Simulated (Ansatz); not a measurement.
# BFH5NO: the cost of one run

Program: Ansatz 0.2.0. Level of theory: RHF/def2-SVP. These are calculated values, not measurements.

## Step 1: The system as given

Bond lengths: B1–F3 1.320 Å, B1–N4 1.550 Å, N4–H5 1.060 Å, N4–H6 1.060 Å, B1–O7 1.710 Å, O7–H8 1.010 Å. Angles: F3–B1–N4 120.0°, F3–B1–O7 105.4°, N4–B1–O7 92.8°, B1–N4–H5 120.0°, B1–N4–H6 120.0°, H5–N4–H6 120.0°, B1–O7–H8 109.5°.

As a file:

```xyz
9

B     0.0000    0.0000    0.0000
H     0.0000    0.0000    1.5400
F     1.1431    0.0000   -0.6600
N    -1.3423    0.0000   -0.7750
H    -2.0112   -0.8164   -0.6764
H    -1.5914    0.8164   -1.4036
O    -0.2139    1.6086    0.5392
H    -1.1525    1.9139    0.3252
H    -0.1135    0.8538    1.5370
```

## Step 2: Pulling towards end A

Springs on the bonds that form and break draw the guess towards this end; the thresholds are loose.

The input, input.yaml:

```yaml
crystal:
  periodic: [false, false, false]
  atoms:
    - { symbol: B, position_ang: [0.0, 0.0, 0.0] }
    - { symbol: H, position_ang: [0.0, 0.0, 1.54] }
    - { symbol: F, position_ang: [1.1431, 0.0, -0.66] }
    - { symbol: "N", position_ang: [-1.3423, 0.0, -0.775] }
    - { symbol: H, position_ang: [-2.0112, -0.8164, -0.6764] }
    - { symbol: H, position_ang: [-1.5914, 0.8164, -1.4036] }
    - { symbol: O, position_ang: [-0.2139, 1.6086, 0.5392] }
    - { symbol: H, position_ang: [-1.1525, 1.9139, 0.3252] }
    - { symbol: H, position_ang: [-0.1135, 0.8538, 1.537] }
basis:
  gaussian: { orbitals: def2-SVP }
hamiltonian:
  xc: hf
relax:
  f_tol: 0.15
  max_steps: 25
  restrain:
    - { distance: [0, 6], at: 2.61, k: 30.0 }
    - { distance: [8, 1], at: 1.86, k: 30.0 }
    - { distance: [0, 1], at: 1.19, k: 30.0 }
    - { distance: [8, 6], at: 1.01, k: 30.0 }
output:
  orbitals: {}
```

Command:

```bash
ansatz run input.yaml --threads 1 --pin off --max-ram 2048MiB --backend cpu --events-out ev --progress --plain --runs-dir out
```

What time and memory should one allow on 1 thread of Arm Neoverse V2, shared host?

About 22 s, with a peak of 0.14 GiB.
